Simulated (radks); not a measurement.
# Ionising iridium step by step, Ir to Ir¹⁹⁺

One table from this session's results is given with a row withheld; the runs are named, their logs left out.

The numbers are computed with radks (a radial shooting solver on a logarithmic mesh, Libxc functionals) version 1 (Dirac Kohn-Sham, PBE, spin-unpolarised, spherical densities, point nucleus; open shells are shared between the two j in proportion to 2j + 1), except any that are marked as measured or tabulated.

**What is computed**

| Quantity | Value |
| --- | --- |
| element | iridium (Z = 77) |
| charges | 0 to 19 |
| first configuration | [Xe] 4f14 5d7 6s2 |
| last configuration | [Kr] 4d10 4f12 |

The outer shells:

Ir
```
[Xe] core
4f [↑↓][↑↓][↑↓][↑↓][↑↓][↑↓][↑↓]
5d [↑↓][↑↓][↑ ][↑ ][↑ ]
6s [↑↓]
```

Ir¹⁹⁺
```
[Kr] core
4d [↑↓][↑↓][↑↓][↑↓][↑↓]
4f [↑↓][↑↓][↑↓][↑↓][↑↓][↑ ][↑ ]
```

Set-up of the first run:

Input:

```text
Z 77
configuration [Xe] 4f14 5d7 6s2
relativity Dirac
functional pbe,pbe
spin unpolarised
j_filling average
nucleus point
c 137.035999084
```

Steps of the session up to this table: Ir, [Xe] 4f14 5d7 6s2.

One of the session's tables, all rows but one given; the rest of the session is left out.

It belongs to the step «Ir, [Xe] 4f14 5d7 6s2». From the orbitals of this run (lengths in bohr):

```
level     <r>  outermost maximum (interpolated)  90 % within  nodes
5s1/2  0.9786                             0.892         1.40      4
5p1/2   1.065                             0.947         1.55      3
4f5/2  0.5314                             0.393        0.862      0
4f7/2       ?                                 ?            ?      ?
5p3/2   1.165                              1.03         1.70      3
5d3/2   1.675                              1.28         2.64      2
5d5/2   1.755                              1.32         2.79      2
6s1/2   2.900                              2.40         4.34      5
```

Q: Estimate the row for 4f7/2 from the others.

As computed: <r>: 0.5391; outermost maximum (interpolated): 0.397; 90 % within: 0.875; nodes: 0. In the column «<r>» it lies between 4f5/2 (0.5314) and 5s1/2 (0.9786).

Limits of these values: Spin polarisation and multiplet splitting are left out, so open shells lie too high by an amount that depends on their filling.
